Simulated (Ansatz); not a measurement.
# BN: the cost of one run

Program: Ansatz 0.2.0. Level of theory: DFT r2SCAN, scalar-relativistic, plane waves, PAW. These are calculated values, not measurements.

## Step 1: The starting structure

Symmetry: P6_3mc, No. 186, hexagonal system. The conventional cell has a = 2.554 Å, b = 2.554 Å, c = 4.227 Å, α = 90.00°, β = 90.00°, γ = 120.00°. Around B (site symmetry 3m) lie 4 N at 1.57 to 1.58 Å. Around N (site symmetry 3m) lie 4 B at 1.57 to 1.58 Å.

Coordinates:

```
B N
1.0
     2.55394    0.00000    0.00000
    -1.27697    2.21178    0.00000
     0.00000    0.00000    4.22685
B N
2 2
Direct
  0.66667 0.33333 0.99972
  0.33333 0.66667 0.49972
  0.66667 0.33333 0.62528
  0.33333 0.66667 0.12528
```

It goes back to an entry of the Materials Project, which need not be the stable form.

The cell is taken as given, not relaxed at this level.

## Step 2: The reference cell

Reference values: F = -1087.9318 eV; pressure -4.74 GPa; largest force 0.025 eV/Å; gap on the mesh 5.76 eV. It was computed beforehand with the settings of the runs below.

## Step 3: Setting up biaxial against axial strain

The cell is strained by p along both x and y and by q along z, with fractional coordinates fixed.

## Step 4: At p = -0.080, q = -0.080

input.yaml

```yaml
crystal:
  lattice:
    - [2.3496244336, 0.0, 0.0]
    - [-1.1748122168, 2.0348344488, 0.0]
    - [0.0, 0.0, 3.8887066]
  atoms:
    - { symbol: B, position: [0.6666666667, 0.3333333333, 0.999724] }
    - { symbol: B, position: [0.3333333333, 0.6666666667, 0.499724] }
    - { symbol: "N", position: [0.6666666667, 0.3333333333, 0.625276] }
    - { symbol: "N", position: [0.3333333333, 0.6666666667, 0.125276] }
basis:
  ecutwfc: 500
kpoints:
  mp_grid: { grid: [12, 12, 6] }
hamiltonian:
  xc: r2scan
scf:
  occupations: { method: gaussian, width: 0.05 }
output:
  forces: true
  stress: true
  eigenvalues: true
```

Command:

```bash
ansatz run input.yaml --threads 1 --pin off --max-ram 2560MiB --backend cpu --events-out ev --progress --plain --runs-dir out
```

Q: Estimate wall time and peak memory on 1 thread of Arm Neoverse V2, shared host.

About 3.5 s, with a peak of 0.33 GiB.
